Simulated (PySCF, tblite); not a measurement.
**C₇H₁₁P: geometry, infrared bands and NMR shifts**

Wanted: the infrared bands and NMR shifts of C₇H₁₁P (`C=C/C=P/C1CCC1`), by calculation.

Computed with tblite 0.8.0 and PySCF 2.14.0, with density-fitted response routines of our own, on a single molecule in the gas phase. Atoms are numbered from 0 throughout.

## 1. The molecule as given

19 atoms, charge 0, multiplicity 1; geometry from: force field or distance geometry start.

Bonds of the start (Å): C0–C1 1.35, C1–C2 1.45, C2–P3 1.66, P3–C4 1.84, C4–C5 1.53, C5–C6 1.50, C6–C7 1.52, C7–C4 1.49, C0–H8 1.09, C0–H9 1.06, C1–H10 1.08, C2–H11 1.08, C4–H12 1.10, C5–H13 1.10, C5–H14 1.11, C6–H15 1.12, C6–H16 1.12, C7–H17 1.10, C7–H18 1.12.

## 2. Geometry optimisation with GFN2-xTB

The job: settings as JSON, then the geometry in Å.

```
{"job": {"kind": "relax", "xc": "GFN2-xTB", "basis": "xTB"}, "charge": 0, "multiplicity": 1}
C      3.859700     0.459900     0.834300
C      3.059900    -0.284200     0.039600
C      1.635600    -0.128200     0.270900
P      0.540100    -0.981900    -0.640100
C     -1.284600    -0.872600    -0.443900
C     -1.770700     0.476300    -0.968800
C     -2.484800     0.655600     0.335100
C     -1.836800    -0.592000     0.911800
H      3.344700     1.101600     1.541800
H      4.915600     0.397700     0.739900
H      3.471300    -0.966600    -0.691400
H      1.251700     0.557200     1.016800
H     -1.762800    -1.748900    -0.911600
H     -2.378100     0.276300    -1.861200
H     -0.983800     1.241700    -1.095500
H     -3.586500     0.562900     0.167200
H     -2.242900     1.579600     0.917800
H     -1.110100    -0.401800     1.709300
H     -2.647200    -1.323300     1.151100
```

Run with:

```console
OMP_NUM_THREADS=1 python probes_run.py task.json out
```

The driver reads the jobs from task.json and runs them one after another.

**Question.** This job is followed by: GFN2-xTB harmonic vibrations, gas phase; GIAO PBE0/pcSseg-1 NMR shielding, non-relativistic, gas phase. Predict these results of the whole session: strongest single infrared mode (GFN2-xTB); zero-point energy (GFN2-xTB); ¹³C shifts against TMS (PBE0/pcSseg-1, means over atoms taken as alike); ¹H shifts against TMS (PBE0/pcSseg-1, means over atoms taken as alike); ³¹P shifts against H3PO4 (PBE0/pcSseg-1).

**Answer**, as computed:

```
                                                               quantity                                                     value
                              strongest single infrared mode (GFN2-xTB)                                      3019 cm⁻¹, 73 km/mol
                                           zero-point energy (GFN2-xTB)                                             99.3 kcal/mol
¹³C shifts against TMS (PBE0/pcSseg-1, means over atoms taken as alike)                 199.5, 148.4, 125.0, 37.5, 33.1, 17.8 ppm
 ¹H shifts against TMS (PBE0/pcSseg-1, means over atoms taken as alike)  9.80, 7.34, 5.59, 5.57, 3.36, 2.52, 2.20, 2.19, 2.06 ppm
                               ³¹P shifts against H3PO4 (PBE0/pcSseg-1)                                                 366.6 ppm
```

Over 92 steps the energy fell by 1.054 eV; of the close pairs, C4–C7 changed most, 1.490 to 1.543 Å. No mode is imaginary among the 51: a minimum at this level. The strongest single mode, at 3019 cm⁻¹, moves mainly H15. Unscaled tight-binding wavenumbers are off by several per cent, some by more. Its intensities can rank the bands wrongly. At PBE0/pcSseg-1: Shielding is most anisotropic at P3 (span 827 ppm, paramagnetic term -1016 ppm).
